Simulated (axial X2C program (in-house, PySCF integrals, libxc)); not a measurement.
# All-electron X2C curves of FeF

What are the state, bond length, wavenumber and bond energy of FeF, and what does spin–orbit coupling change?

The runs use an in-house X2C program for linear molecules on PySCF integrals; all-electron X2C, Fe dyall-cv3z, F dyall-av3z.

All values are calculated.

### 1 The job

The input, task.json:

```json
{"zs": [26, 9], "q": 0, "bas": ["dyall-cv3z", "dyall-av3z"], "levels": ["PBE0", "HF", "BHandHLYP"], "cc": true, "r0": 1.8, "thr": -2.0, "nmax": 90, "npts": 10, "nst": 2, "ntry": 6}
```

Keys: zs atomic numbers; q charge; bas basis sets; levels methods (HF also brings MP2); cc coupled cluster on or off; r0 starting distance in Å; thr threshold in hartree for freezing inner shells (an s shell follows its p shell); nmax most natural virtual spinors; npts points asked for on the curve; nst determinants followed; ntry starts of the search.

The run is started by

```sh
$ python so2c.py task.json out
```

Spin-free means the one-electron spin-free X2C Hamiltonian; two-component (2c) means X2C with spin–orbit coupling and atomic mean-field two-electron Coulomb and Gaunt terms. Basis: Fe dyall-cv3z contracted to [9s10p6d3f2g], F dyall-av3z contracted to [7s6p3d2f]; Gaussian nuclei, density fitting. Masses: Fe 55.935 u, F 18.998 u.

Notation: σ, π±, δ± give the projection m of an orbital's angular momentum (0, ±1, ±2), α and β its spin, Λ and M_S the sums; ω is the projection of a spinor's total angular momentum and Ω the sum. Logs are in hartree.

The results follow Hamiltonian by Hamiltonian and level by level.

### 2 State search with PBE0

PBE0 moves the distance from 1.800 Å to 1.848 Å and compares determinants there.

Spin-free determinants:

```
ΔE (eV)             state                                             open shells
   0.00  M_S = 5/2, Λ = 2   beyond closed shells: 2 × σα, π+α, π-α, δ+α, δ+β, δ-α
   0.34  M_S = 5/2, Λ = 1   beyond closed shells: 2 × σα, π+α, π+β, π-α, δ+α, δ-α
   0.38  M_S = 5/2, Λ = 0            beyond closed shells: σα, π+α, π-α, δ+α, δ-α
   0.39  M_S = 3/2, Λ = 2           beyond closed shells: π+α, π-α, δ+α, δ+β, δ-α
   0.74  M_S = 3/2, Λ = 1           beyond closed shells: π+α, π+β, π-α, δ+α, δ-α
   1.30  M_S = 3/2, Λ = 3  beyond closed shells: σα, π+α, π+β, π-α, δ+α, δ+β, δ-α
   1.47  M_S = 3/2, Λ = 1  beyond closed shells: σα, π+α, π-α, π-β, δ+α, δ+β, δ-α
```

Two-component determinants:

```
ΔE (eV)    state                                        open shells
   0.00  Ω = 9/2    excess of +ω over −ω: ω = 1/2, ω = 3/2, ω = 5/2
   0.09  Ω = 1/2                      excess of +ω over −ω: ω = 1/2
   0.36  Ω = 7/2         excess of +ω over −ω: 2 × ω = 1/2, ω = 5/2
   0.39  Ω = 7/2   excess of +ω over −ω: ω = -1/2, ω = 3/2, ω = 5/2
   0.41  Ω = 3/2   excess of +ω over −ω: ω = 1/2, ω = -3/2, ω = 5/2
   0.43  Ω = 5/2                      excess of +ω over −ω: ω = 5/2
   0.81  Ω = 1/2  excess of +ω over −ω: ω = -1/2, ω = -3/2, ω = 5/2
```

### 3 PBE0, spin-free

State followed: M_S = 5/2, Λ = 2 (beyond closed shells: 2 × σα, π+α, π-α, δ+α, δ+β, δ-α). The scan is laid around 1.848 Å, a first estimate of the minimum, and this SCF restarts from the orbitals of the search.

The SCF at the reference distance of 1.848 Å:

```text
spin-free X2C-1e  PBE0
basis functions 162  fitting functions 872  grid points 5076
iter        total energy     max residual
   1      -1372.359164635     8.61e-06
   2      -1372.359164635     1.02e-05
converged
one-electron -2030.17721549  Coulomb 657.23396611  exact exchange -16.25733417  xc functional -50.16478636  nuclear repulsion 67.00620528
```

Along the bond, energies from the lowest point:

```tsv
R (Å)	E (eV)	μ (D)	HOMO (eV)	LUMO (eV)	iterations
1.608	0.4397	-1.04	-5.54	-2.81	11
1.682	0.1176	-1.56	-5.74	-2.89	10
1.737	0.0155	-1.93	-5.88	-2.96	10
1.793	0.0000	-2.30	-6.02	-3.03	10
1.848	0.0486	-2.66	-6.14	-3.11	2
1.913	0.1637	-3.08	-6.28	-3.20	10
1.977	0.3224	-3.49	-6.42	-3.29	10
2.061	0.5666	-4.00	-6.58	-3.42	10
2.162	0.8979	-4.61	-6.76	-3.58	10
2.310	1.3961	-5.46	-6.99	-3.80	11
```

Dipoles are positive if F is the positive end.

Outer orbitals at the reference distance:

| symmetry | occupied | ε (eV) | atomic character |
| --- | --- | --- | --- |
| σα | yes | -30.71 | 89% F s, 5% Fe d, 4% Fe p |
| σβ | yes | -30.30 | 89% F s, 5% Fe d, 4% Fe p |
| σα | yes | -13.06 | 59% Fe d, 38% F p |
| π-α | yes | -12.32 | 82% Fe d, 17% F p |
| π+α | yes | -12.32 | 82% Fe d, 17% F p |
| σβ | yes | -11.09 | 86% F p, 8% Fe d, 3% Fe s |
| δ-α | yes | -10.93 | 100% Fe d |
| δ+α | yes | -10.93 | 100% Fe d |
| π+β | yes | -10.12 | 92% F p, 6% Fe d |
| π-β | yes | -10.12 | 92% F p, 6% Fe d |
| σα | yes | -10.09 | 51% F p, 37% Fe d, 10% Fe s |
| π-α | yes | -9.86 | 79% F p, 18% Fe d, 2% Fe p |
| π+α | yes | -9.86 | 79% F p, 18% Fe d, 2% Fe p |
| δ+β | yes | -7.42 | 100% Fe d |
| σα | yes | -6.14 | 62% Fe s, 22% Fe p, 11% F p |
| σβ | no | -3.11 | 53% Fe s, 34% Fe d, 7% F p |
| δ-β | no | -2.13 | 100% Fe d |
| π+β | no | -2.12 | 93% Fe d, 4% F p, 2% Fe p |
| π-β | no | -1.94 | 93% Fe d, 4% F p, 2% Fe p |

PBE0 fields in the half plane through the axis: z from -2.4 to 4.2 Å across, distance from the axis 0.15 to 2.25 Å upwards; Fe lies at z = 0 and F at z = 1.848 Å; the ELF is damped to zero where the density is low.

log10 density (e/bohr³). Ten even steps from '0' (-5.69 ) to '9' (1.39 ):
```
22233333333322222211100
23333444433333333222110
33344444444444443332210
33444455554444444433211
33445555555555555443221
34455566766566666543321
34455667876667776654322
34455678987678887654322
```

ELF. Ten even steps from '0' (0.00 ) to '9' (0.96 ):
```
00124443210000000000000
02467654210000000000000
25887653211000010000000
58987642211012221100000
79987422111124554210000
99986323431147886420000
99985237872168898631000
99985367775178168741000
```

Re = 1.776 Å, ωe = 660 cm⁻¹, ωexe = 3.49 cm⁻¹, Be = 0.3768 cm⁻¹, De = 4.58 eV, μ = -2.19 D.

### 4 HF, spin-free

The SCF at the reference distance of 1.848 Å:

```text
spin-free X2C-1e  HF
basis functions 162  fitting functions 872  grid points 5076
iter        total energy     max residual
   1      -1370.966380799     1.25e-01
   2      -1371.001170103     1.02e-02
   3      -1371.004092879     8.51e-03
   4      -1371.004681320     2.71e-03
   5      -1371.004893700     8.77e-04
   6      -1371.004921823     4.05e-04
   7      -1371.004927779     1.79e-04
   8      -1371.004929459     5.46e-05
   9      -1371.004929638     2.67e-05
  10      -1371.004929678     6.89e-06
  11      -1371.004929680     1.92e-06
  12      -1371.004929680     5.37e-07
converged
one-electron -2030.39519111  Coulomb 657.59509170  exact exchange -65.21103554  xc functional 0.00000000  nuclear repulsion 67.00620528
```

Re = 1.812 Å, ωe = 651 cm⁻¹, ωexe = 3.26 cm⁻¹, Be = 0.362 cm⁻¹, De = 3.45 eV, μ = -2.85 D.

### 5 BHandHLYP, spin-free

Output at 1.848 Å:

```text
spin-free X2C-1e  BHandHLYP
basis functions 162  fitting functions 872  grid points 5076
iter        total energy     max residual
   1      -1372.603883834     4.24e-02
   2      -1372.607440285     7.40e-03
   3      -1372.607285771     1.02e-02
   4      -1372.608291897     1.24e-03
   5      -1372.608305487     8.80e-04
   6      -1372.608310880     1.37e-04
   7      -1372.608311220     3.19e-05
   8      -1372.608311252     9.88e-06
   9      -1372.608311255     2.74e-06
  10      -1372.608311255     6.41e-07
converged
one-electron -2030.40116389  Coulomb 657.51554138  exact exchange -32.55422258  xc functional -34.17467144  nuclear repulsion 67.00620528
```

Re = 1.788 Å, ωe = 659 cm⁻¹, ωexe = 3.42 cm⁻¹, Be = 0.3716 cm⁻¹, De = 4.06 eV, μ = -2.66 D.

### 6 Correlated methods, spin-free

Correlated methods: 15 electrons correlated (frozen shells, counted by type: Fe 3 s, 2 p; F 1 s), 249 virtual spinors in MP2, 90 natural virtuals in coupled cluster.

Output of the correlated part at 1.848 Å:

```text
correlated 15  virtual 249  natural virtual 90  E(MP2) -0.456754247  MP2 remainder -0.034294979
iter   CCSD correlation   residual
   1     -0.413418617   1.07e-01
   2     -0.421417774   4.74e-02
   3     -0.424399609   1.89e-02
   4     -0.424508939   7.38e-03
   5     -0.424508535   3.22e-03
   6     -0.424548688   1.27e-03
   7     -0.424553891   5.55e-04
   8     -0.424555785   2.24e-04
   9     -0.424552849   1.04e-04
  10     -0.424552567   4.24e-05
  11     -0.424551961   1.72e-05
  12     -0.424551908   7.00e-06
  13     -0.424551807   3.24e-06
  14     -0.424551808   1.43e-06
(T) -0.011881924  T1 0.0239  D1 0.0401  max T2 0.034
```

T1 in the output is the amplitude norm over the root of the electron number; divide by √2 for the Lee–Taylor value.

MP2: Re = 1.797 Å, ωe = 644 cm⁻¹, Be = 0.3681 cm⁻¹, De = 5.06 eV.

CCSD: Re = 1.792 Å, ωe = 657 cm⁻¹, ωexe = 3.14 cm⁻¹, Be = 0.3703 cm⁻¹, De = 4.52 eV. T1 at Re = 0.017 (Lee–Taylor, the printed value over √2).

CCSD(T): Re = 1.791 Å, ωe = 655 cm⁻¹, ωexe = 3.18 cm⁻¹, Be = 0.3705 cm⁻¹, De = 4.56 eV. T1 at Re = 0.017 (Lee–Taylor, the printed value over √2).

### 7 A higher determinant, spin-free

State: M_S = 5/2, Λ = 1 (beyond closed shells: 2 × σα, π+α, π+β, π-α, δ+α, δ-α).

Output at the reference distance:

```text
spin-free X2C-1e  PBE0
basis functions 162  fitting functions 872  grid points 5076
iter        total energy     max residual
   1      -1372.346681786     8.73e-06
   2      -1372.346681786     1.43e-05
converged
one-electron -2030.16900409  Coulomb 657.24626851  exact exchange -16.25855348  xc functional -50.17159801  nuclear repulsion 67.00620528
```

```tsv
R (Å)	E above the lowest PBE0 point (eV)
1.608	1.074
1.682	0.639
1.737	0.467
1.793	0.391
1.848	0.388
1.913	0.452
1.977	0.567
2.061	0.764
2.162	1.048
```

Re = 1.822 Å, ωe = 620 cm⁻¹, ωexe = 3.36 cm⁻¹, Be = 0.358 cm⁻¹, μ = -2.72 D. Te = 0.38 eV.

### 8 The spin-free curves together

Energy (eV) of the followed determinant, spin-free, from each level's lowest point:

```tsv
R (Å)	PBE0	HF	MP2	CCSD	CCSD(T)	BHandHLYP
1.608	0.440	0.672	0.550	0.534	0.528	0.520
1.682	0.118	0.235	0.177	0.166	0.164	0.157
1.737	0.016	0.067	0.043	0.037	0.036	0.033
1.793	0.000	0.000	0.000	0.000	0.000	0.000
1.848	0.049	0.009	0.025	0.033	0.033	0.036
1.913	0.164	0.090	0.118	0.135	0.134	0.141
1.977	0.322	0.224	0.260	0.286	0.284	0.293
2.061	0.567	0.449	0.487	n/a	n/a	0.533
2.162	0.898	0.770	0.806	n/a	n/a	0.863
2.310	1.396	1.270	1.297	n/a	n/a	1.365
```

### 9 PBE0, 2c

State followed: Ω = 9/2 (excess of +ω over −ω: ω = 1/2, ω = 3/2, ω = 5/2). The scan is laid around 1.848 Å, a first estimate of the minimum, and this SCF restarts from the orbitals of the search.

Output at 1.848 Å:

```text
two-component X2C + atomic mean field  PBE0
basis functions 162  fitting functions 872  grid points 5076
iter        total energy     max residual
   1      -1372.020489213     1.55e-05
   2      -1372.020489220     1.07e-05
   3      -1372.020489224     6.64e-06
   4      -1372.020489226     1.54e-06
converged
one-electron -2029.34289588  Coulomb 657.07563352  exact exchange -16.25339598  xc functional -50.15274225  nuclear repulsion 67.00620528  atomic mean-field constant -0.35329392
```

Along the bond, energies from the lowest point:

```tsv
R (Å)	E (eV)	μ (D)	HOMO (eV)	LUMO (eV)	iterations
1.608	0.4421	-1.03	-5.53	-2.81	14
1.682	0.1188	-1.55	-5.74	-2.89	12
1.737	0.0161	-1.93	-5.88	-2.96	11
1.793	0.0000	-2.30	-6.01	-3.03	10
1.848	0.0481	-2.66	-6.14	-3.10	4
1.913	0.1627	-3.08	-6.28	-3.20	11
1.977	0.3210	-3.49	-6.41	-3.29	10
2.061	0.5647	-4.00	-6.57	-3.42	10
2.162	0.8957	-4.61	-6.76	-3.57	10
2.310	1.3934	-5.46	-6.99	-3.80	11
```

Dipoles are positive if F is the positive end.

Outer spinors at the reference distance:

```csv
ω,occupied,ε (eV),atomic character,λ mixture
1/2,yes,-30.71,"89% F s, 5% Fe d, 4% Fe p",100% σ
-1/2,yes,-30.30,"89% F s, 5% Fe d, 4% Fe p",100% σ
1/2,yes,-13.05,"59% Fe d, 38% F p",100% σ
-1/2,yes,-12.34,"83% Fe d, 17% F p",100% π
3/2,yes,-12.29,"82% Fe d, 17% F p",100% π
-1/2,yes,-11.08,"86% F p, 8% Fe d, 3% Fe s",100% σ
-3/2,yes,-10.98,100% Fe d,100% δ
5/2,yes,-10.87,100% Fe d,100% δ
1/2,yes,-10.15,"86% F p, 10% Fe d","86% π, 14% σ"
-3/2,yes,-10.10,"92% F p, 6% Fe d",100% π
1/2,yes,-10.07,"56% F p, 32% Fe d, 9% Fe s","86% σ, 14% π"
-1/2,yes,-9.87,"79% F p, 18% Fe d, 2% Fe p",100% π
3/2,yes,-9.83,"79% F p, 18% Fe d, 2% Fe p",100% π
3/2,yes,-7.47,100% Fe d,100% δ
1/2,yes,-6.14,"62% Fe s, 22% Fe p, 11% F p",100% σ
-1/2,no,-3.10,"53% Fe s, 34% Fe d, 7% F p",100% σ
1/2,no,-2.14,"93% Fe d, 4% F p",100% π
-5/2,no,-2.09,100% Fe d,100% δ
-3/2,no,-1.92,"93% Fe d, 4% F p, 2% Fe p",100% π
```

PBE0 fields in the half plane through the axis: z from -2.4 to 4.2 Å across, distance from the axis 0.15 to 2.25 Å upwards; Fe lies at z = 0 and F at z = 1.848 Å; the ELF is damped to zero where the density is low.

log10 density (e/bohr³). Ten even steps from '0' (-5.69 ) to '9' (1.39 ):
```
22233333333322222211100
23333444433333333222110
33344444444444443332210
33444455554444444433211
33445555555555555443221
34455566766566666543321
34455667876667776654322
34455678987678887654322
```

ELF. Ten even steps from '0' (0.00 ) to '9' (0.96 ):
```
00124443210000000000000
02467654210000000000000
25887653211000010000000
58987642211012221100000
79987422211124554210000
99986323431147886420000
99985237872168898631000
99985367775178168741000
```

Re = 1.777 Å, ωe = 659 cm⁻¹, ωexe = 3.49 cm⁻¹, Be = 0.3766 cm⁻¹, De = 4.62 eV, μ = -2.20 D.

### 10 HF, 2c

Output at 1.848 Å:

```text
two-component X2C + atomic mean field  HF
basis functions 162  fitting functions 872  grid points 5076
iter        total energy     max residual
   1      -1370.627934923     1.26e-01
   2      -1370.662728387     1.02e-02
   3      -1370.665653152     8.51e-03
   4      -1370.666241971     2.70e-03
   5      -1370.666454868     8.78e-04
   6      -1370.666483255     4.05e-04
   7      -1370.666489324     1.79e-04
   8      -1370.666491066     6.00e-05
   9      -1370.666491268     4.63e-05
  10      -1370.666491321     3.37e-05
  11      -1370.666491331     2.51e-05
  12      -1370.666491337     1.64e-05
  13      -1370.666491341     6.32e-06
  14      -1370.666491342     4.56e-06
  15      -1370.666491342     3.39e-06
  16      -1370.666491342     2.35e-06
converged
one-electron -2029.56131693  Coulomb 657.43728815  exact exchange -65.19537393  xc functional 0.00000000  nuclear repulsion 67.00620528  atomic mean-field constant -0.35329392
```

Re = 1.813 Å, ωe = 651 cm⁻¹, ωexe = 3.26 cm⁻¹, Be = 0.3618 cm⁻¹, De = 3.48 eV, μ = -2.85 D.

### 11 BHandHLYP, 2c

Output at 1.848 Å:

```text
two-component X2C + atomic mean field  BHandHLYP
basis functions 162  fitting functions 872  grid points 5076
iter        total energy     max residual
   1      -1372.265141456     4.25e-02
   2      -1372.268699237     7.39e-03
   3      -1372.268545993     1.02e-02
   4      -1372.269550768     1.24e-03
   5      -1372.269564473     8.78e-04
   6      -1372.269569951     1.36e-04
   7      -1372.269570338     4.73e-05
   8      -1372.269570397     3.40e-05
   9      -1372.269570415     2.40e-05
  10      -1372.269570425     1.46e-05
  11      -1372.269570430     5.42e-06
  12      -1372.269570431     1.74e-06
converged
one-electron -2029.56762902  Coulomb 657.35801420  exact exchange -32.54635605  xc functional -34.16651092  nuclear repulsion 67.00620528  atomic mean-field constant -0.35329392
```

Re = 1.789 Å, ωe = 659 cm⁻¹, ωexe = 3.41 cm⁻¹, Be = 0.3714 cm⁻¹, De = 4.10 eV, μ = -2.66 D.

### 12 Correlated methods, 2c

Correlated methods: 15 electrons correlated (frozen shells, counted by type: Fe 3 s, 2 p; F 1 s), 249 virtual spinors in MP2, 90 natural virtuals in coupled cluster.

Output of the correlated part at 1.848 Å:

```text
correlated 15  virtual 249  natural virtual 90  E(MP2) -0.456674730  MP2 remainder -0.034292993
iter   CCSD correlation   residual
   1     -0.413360817   1.07e-01
   2     -0.421355363   4.74e-02
   3     -0.424337190   1.89e-02
   4     -0.424446671   7.38e-03
   5     -0.424446417   3.21e-03
   6     -0.424486644   1.26e-03
   7     -0.424491935   5.56e-04
   8     -0.424493917   2.29e-04
   9     -0.424490985   1.10e-04
  10     -0.424490735   4.99e-05
  11     -0.424490076   2.55e-05
  12     -0.424490035   1.47e-05
  13     -0.424489896   9.66e-06
  14     -0.424489980   5.96e-06
  15     -0.424490005   2.79e-06
  16     -0.424490008   1.44e-06
(T) -0.011878219  T1 0.0239  D1 0.0401  max T2 0.035
```

MP2: Re = 1.798 Å, ωe = 643 cm⁻¹, Be = 0.3679 cm⁻¹, De = 5.09 eV.

CCSD: Re = 1.792 Å, ωe = 656 cm⁻¹, ωexe = 2.88 cm⁻¹, Be = 0.3701 cm⁻¹, De = 4.55 eV. T1 at Re = 0.017 (Lee–Taylor, the printed value over √2).

CCSD(T): Re = 1.792 Å, ωe = 654 cm⁻¹, ωexe = 2.96 cm⁻¹, Be = 0.3703 cm⁻¹, De = 4.58 eV. T1 at Re = 0.017 (Lee–Taylor, the printed value over √2).

### 13 A higher determinant, 2c

State: Ω = 1/2 (excess of +ω over −ω: ω = 1/2).

Output at the reference distance:

```text
two-component X2C + atomic mean field  PBE0
basis functions 162  fitting functions 872  grid points 5076
iter        total energy     max residual
   1      -1372.017040881     1.23e-05
   2      -1372.017040885     8.18e-06
   3      -1372.017040887     5.20e-06
converged
one-electron -2029.31815132  Coulomb 657.05327555  exact exchange -16.25318327  xc functional -50.15189321  nuclear repulsion 67.00620528  atomic mean-field constant -0.35329392
```

```tsv
R (Å)	E above the lowest PBE0 point (eV)
1.608	0.535
1.682	0.212
1.737	0.110
1.793	0.094
1.848	0.142
1.913	0.257
1.977	0.415
2.061	0.659
2.162	0.990
```

Re = 1.776 Å, ωe = 659 cm⁻¹, ωexe = 3.49 cm⁻¹, Be = 0.3767 cm⁻¹, μ = -2.19 D. Te = 0.09 eV.

### 14 The 2c curves together

Energy (eV) of the followed determinant, 2c, from each level's lowest point:

```tsv
R (Å)	PBE0	HF	MP2	CCSD	CCSD(T)	BHandHLYP
1.608	0.442	0.675	0.553	n/a	n/a	0.522
1.682	0.119	0.236	0.179	0.167	0.165	0.159
1.737	0.016	0.068	0.044	0.037	0.037	0.033
1.793	0.000	0.000	0.000	0.000	0.000	0.000
1.848	0.048	0.008	0.025	0.032	0.032	0.035
1.913	0.163	0.088	0.117	0.133	0.133	0.140
1.977	0.321	0.223	0.258	0.284	0.283	0.291
2.061	0.565	0.447	0.485	0.525	0.521	0.531
2.162	0.896	0.767	0.803	n/a	n/a	0.860
2.310	1.393	1.266	1.294	n/a	n/a	1.362
```

The whole job took 3.2 min on 1 thread of Arm Neoverse V1, shared host.

### 15 Constants

Lowest determinant that the search found at its distance, spin-free: M_S = 5/2, Λ = 2 (beyond closed shells: 2 × σα, π+α, π-α, δ+α, δ+β, δ-α).

Lowest determinant that the search found at its distance, 2c: Ω = 9/2 (excess of +ω over −ω: ω = 1/2, ω = 3/2, ω = 5/2).

```
Hamiltonian      level  Re (Å)  ωe (cm⁻¹)  De (eV)  μ (D)
  spin-free       PBE0   1.776        660     4.58  -2.19
  spin-free         HF   1.812        651     3.45  -2.85
  spin-free        MP2   1.797        644     5.06    n/a
  spin-free       CCSD   1.792        657     4.52    n/a
  spin-free    CCSD(T)   1.791        655     4.56    n/a
  spin-free  BHandHLYP   1.788        659     4.06  -2.66
         2c       PBE0   1.777        659     4.62  -2.20
         2c         HF   1.813        651     3.48  -2.85
         2c        MP2   1.798        643     5.09    n/a
         2c       CCSD   1.792        656     4.55    n/a
         2c    CCSD(T)   1.792        654     4.58    n/a
         2c  BHandHLYP   1.789        659     4.10  -2.66
```

Dipoles are positive if F is the positive end.

Time per point (s) on 1 thread of Arm Neoverse V1, shared host (2c runs; CCSD comes with the CCSD(T) run); the times are rough: PBE0 0.39, HF 0.3, MP2 0.65, CCSD(T) 8.1, BHandHLYP 0.43.

**Reading.** At CCSD(T), going from spin-free to two-component changes Re by +1 mÅ, ωe by -0.1 %, which is small (part of it comes from the scalar share of the two-electron terms). De moves by +0.03 eV; both De rest on single-determinant atoms, which can miss part of an open shell's spin–orbit lowering.

De refers to Fe + F, each in the lowest determinant found, which need not be this curve's own limit. The state is a single determinant with fixed occupations, the lowest that a limited PBE0 search found. De is counted from the lowest determinant-based energies of the atoms at the same level, without counterpoise correction. Density functionals use the spin component along the axis (collinear). Coupled cluster ran in a truncated set of natural virtual spinors; the MP2 energy of the rest was added. With several unpaired electrons one determinant need not be a pure state.
